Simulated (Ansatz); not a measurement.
**C4H4Sn: basis-set convergence**

One table from this session's results is given with a row withheld; the runs are named, their logs left out.

Program: Ansatz 0.2.0, Gaussian basis. Level of theory: one geometry, several basis sets. These are calculated values, not measurements.

Levels to be run: PBE0-D4/def2-SVP; ωB97M-V/def2-SVP; PBE0-D4/def2-QZVPP; ωB97M-V/def2-QZVPP; the functionals' def2-TZVPP values are taken from earlier runs.

### The relaxed structure

The geometry comes from an earlier relaxation with PBE0-D4 in a triple-zeta def2 set; it is a stationary point, not always the lowest conformer. Sn takes the def2 core potential; no spin-orbit term is included.

SMILES `C#[C][SnH2][C]#C`, 9 atoms, charge 0, spin multiplicity 1.

Atoms are counted from 1 here; the program's logs count them from 0.

Bond lengths: C1–C2 1.206 Å, C1–H6 1.066 Å, C2–Sn3 2.077 Å, Sn3–C4 2.077 Å, Sn3–H7 1.698 Å, Sn3–H8 1.698 Å, C4–C5 1.206 Å, C5–H9 1.066 Å. Angles: C2–C1–H6 179.6°, C1–C2–Sn3 178.9°, C2–Sn3–C4 107.6°, C2–Sn3–H7 109.1°, C2–Sn3–H8 109.1°, C4–Sn3–H7 109.1°, C4–Sn3–H8 109.1°, H7–Sn3–H8 112.8°, Sn3–C4–C5 178.9°, C4–C5–H9 179.7°.

Geometry (Å):

```csv
atom,x (Å),y (Å),z (Å)
C1,1.77888,2.16219,0.08633
C2,1.31641,1.04940,0.12949
Sn3,0.55643,-0.88138,0.21296
C4,-1.47493,-0.77460,-0.20501
C5,-2.65627,-0.73452,-0.44348
H6,2.18151,3.14864,0.04664
H7,1.31842,-1.82947,-0.97163
H8,0.76854,-1.49406,1.78217
H9,-3.70051,-0.69259,-0.65458
```

Set-up of the first run:

in.yaml

```yaml
crystal:
  periodic: [false, false, false]
  atoms:
    - {symbol: C, position_ang: [1.778880, 2.162188, 0.086329]}
    - {symbol: C, position_ang: [1.316410, 1.049399, 0.129489]}
    - {symbol: Sn, position_ang: [0.556434, -0.881384, 0.212962]}
    - {symbol: C, position_ang: [-1.474925, -0.774603, -0.205006]}
    - {symbol: C, position_ang: [-2.656266, -0.734517, -0.443475]}
    - {symbol: H, position_ang: [2.181513, 3.148637, 0.046640]}
    - {symbol: H, position_ang: [1.318422, -1.829472, -0.971632]}
    - {symbol: H, position_ang: [0.768543, -1.494061, 1.782168]}
    - {symbol: H, position_ang: [-3.700511, -0.692585, -0.654575]}
basis:
  gaussian: {orbitals: def2-SVP}
hamiltonian: {xc: pbe0, dispersion: d4}
output: {orbitals: {seedname: orbitals}}
```

On the command line:

```bash
> ansatz run in.yaml --threads 4 --pin off --events-out ev --progress --plain --max-ram 10444MiB
```

Steps of the session up to this table: PBE0-D4 in def2-SVP; ωB97M-V in def2-SVP; PBE0-D4 in def2-QZVPP; ωB97M-V in def2-QZVPP.

One table of the session follows, with a row left open; its other results are not shown here.

It belongs to the step «Functionals by basis». 

```
functional       basis  HOMO (eV)  LUMO (eV)
   PBE0-D4    def2-SVP          ?          ?
   PBE0-D4  def2-TZVPP      -8.12      -0.17
   PBE0-D4  def2-QZVPP      -8.14      -0.24
   ωB97M-V    def2-SVP     -10.24       1.98
   ωB97M-V  def2-TZVPP     -10.35       1.50
   ωB97M-V  def2-QZVPP     -10.36       1.27
```

Q: Estimate the row for PBE0-D4, def2-SVP from the others.

As computed: HOMO (eV): -8.05; LUMO (eV): -0.01. In the column «HOMO (eV)» it is the highest.
